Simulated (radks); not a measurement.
**Numerical settings for Cu²⁺**

Aim: see which numerical settings matter for the copper ion Cu2+. Each run changes a setting or two against a run with the defaults. The defaults are a mesh step of 0.008 in ln r, a mesh end at 40 bohr or more, Anderson mixing 0.5 over 9 steps and a tight residual threshold, with the energy settled to 1e-9 hartree as well; every run has a cap on iterations.

Program: radks (a radial shooting solver on a logarithmic mesh, Libxc functionals) version 1. Level of theory: scalar-relativistic Kohn-Sham, r2SCAN, spin-polarised, spherical densities, finite nucleus; open shells are filled with parallel spins first. These are calculated values, not measurements, unless marked.

**1. What is computed**

* element: copper (Z = 29)
* charge: +2
* electrons: 27
* configuration: [Ar] 3d9
* nuclear rms radius: 3.8823 fm

Outer shells as boxes (Hund's rule):

Cu²⁺
```
[Ar] core
3d [↑↓][↑↓][↑↓][↑↓][↑ ]
```

**2. Default settings**

Settings of this run:

```text
Z 29
configuration [Ar] 3d9
relativity scalar-relativistic
functional r2scan,r2scan
spin polarised
nucleus finite rms 3.8823 fm
c 137.035999084
max_iterations 83
```

On the command line:

```console
$ python run_ks.py task.json out
```

This one command runs every case of the session in turn.

**3. Mesh step in ln r 0.02**

Settings, as their differences from step 2:

```diff
@@ -7,2 +7,3 @@
 c 137.035999084
+mesh_step 0.02
 max_iterations 83
```

**4. Mesh step in ln r 0.08**

Settings, as their differences from step 3:

```diff
@@ -7,3 +7,3 @@
 c 137.035999084
-mesh_step 0.02
+mesh_step 0.08
 max_iterations 83
```

**5. Mesh step in ln r 0.012**

Settings, as their differences from step 4:

```diff
@@ -7,3 +7,3 @@
 c 137.035999084
-mesh_step 0.08
+mesh_step 0.012
 max_iterations 83
```

**6. Mesh end (bohr) 2**

Settings, as their differences from step 5:

```diff
@@ -7,3 +7,3 @@
 c 137.035999084
-mesh_step 0.012
+mesh_end 2
 max_iterations 83
```

**7. Mesh end (bohr) 20**

Settings, as their differences from step 6:

```diff
@@ -7,3 +7,3 @@
 c 137.035999084
-mesh_end 2
+mesh_end 20
 max_iterations 83
```

**8. Residual threshold 1e-16**

Settings, as their differences from step 7:

```diff
@@ -7,3 +7,3 @@
 c 137.035999084
-mesh_end 20
+threshold 1e-16
 max_iterations 83
```

**9. Residual threshold 0.001**

Settings, as their differences from step 8:

```diff
@@ -7,3 +7,3 @@
 c 137.035999084
-threshold 1e-16
+threshold 0.001
 max_iterations 83
```

**10. Mixing 1.5**

Settings, as their differences from step 9:

```diff
@@ -7,3 +7,3 @@
 c 137.035999084
-threshold 0.001
+mixing 1.5
 max_iterations 83
```

**11. Mixing history 1, mixing 0.8**

Settings, as their differences from step 10:

```diff
@@ -7,3 +7,4 @@
 c 137.035999084
-mixing 1.5
+history 1
+mixing 0.8
 max_iterations 83
```

**12. Mixing history 1, mixing 0.2**

Settings, as their differences from step 11:

```diff
@@ -8,3 +8,3 @@
 history 1
-mixing 0.8
+mixing 0.2
 max_iterations 83
```

**13. Mixing history 20**

Settings, as their differences from step 12:

```diff
@@ -7,4 +7,3 @@
 c 137.035999084
-history 1
-mixing 0.2
+history 20
 max_iterations 83
```

**14. Iteration cap 8**

Settings, as their differences from step 13:

```diff
@@ -7,3 +7,2 @@
 c 137.035999084
-history 20
-max_iterations 83
+max_iterations 8
```

What does the calculation give? Wanted: for each run, setting; iterations; converged; change of E.

The runs gave:

| setting | mesh points | iterations | converged | change of E (mhartree) | time |
| --- | --- | --- | --- | --- | --- |
| Default settings | 2189 | 15 | yes | 0 | 0.14 s |
| mesh step in ln r 0.02 | 876 | 13 | yes | +0.0004516 | 0.06 s |
| mesh step in ln r 0.08 | 219 | 5 | no | - | 0.01 s |
| mesh step in ln r 0.012 | 1459 | 14 | yes | 0 | 0.09 s |
| mesh end (bohr) 2 | 1814 | 12 | yes | +1536 | 0.1 s |
| mesh end (bohr) 20 | 2102 | 15 | yes | 0 | 0.14 s |
| residual threshold 1e-16 | 2189 | 83 | no | - | 0.43 s |
| residual threshold 0.001 | 2189 | 10 | yes | 0 | 0.1 s |
| mixing 1.5 | 2189 | 16 | yes | 0 | 0.15 s |
| mixing history 1, mixing 0.8 | 2189 | 29 | no | - | 0.39 s |
| mixing history 1, mixing 0.2 | 2189 | 62 | yes | 0 | 0.48 s |
| mixing history 20 | 2189 | 16 | yes | 0 | 0.14 s |
| iteration cap 8 | 2189 | 8 | no | - | 0.08 s |

In words: A zero stands for a change under the printed digits. Converged yet off by more than 1 mhartree: mesh end (bohr) 2. Convergence of the cycle says nothing about the mesh. Not converged or rejected: mesh step in ln r 0.08; residual threshold 1e-16; mixing history 1, mixing 0.8; iteration cap 8. A mesh that ends early acts as a hard wall.
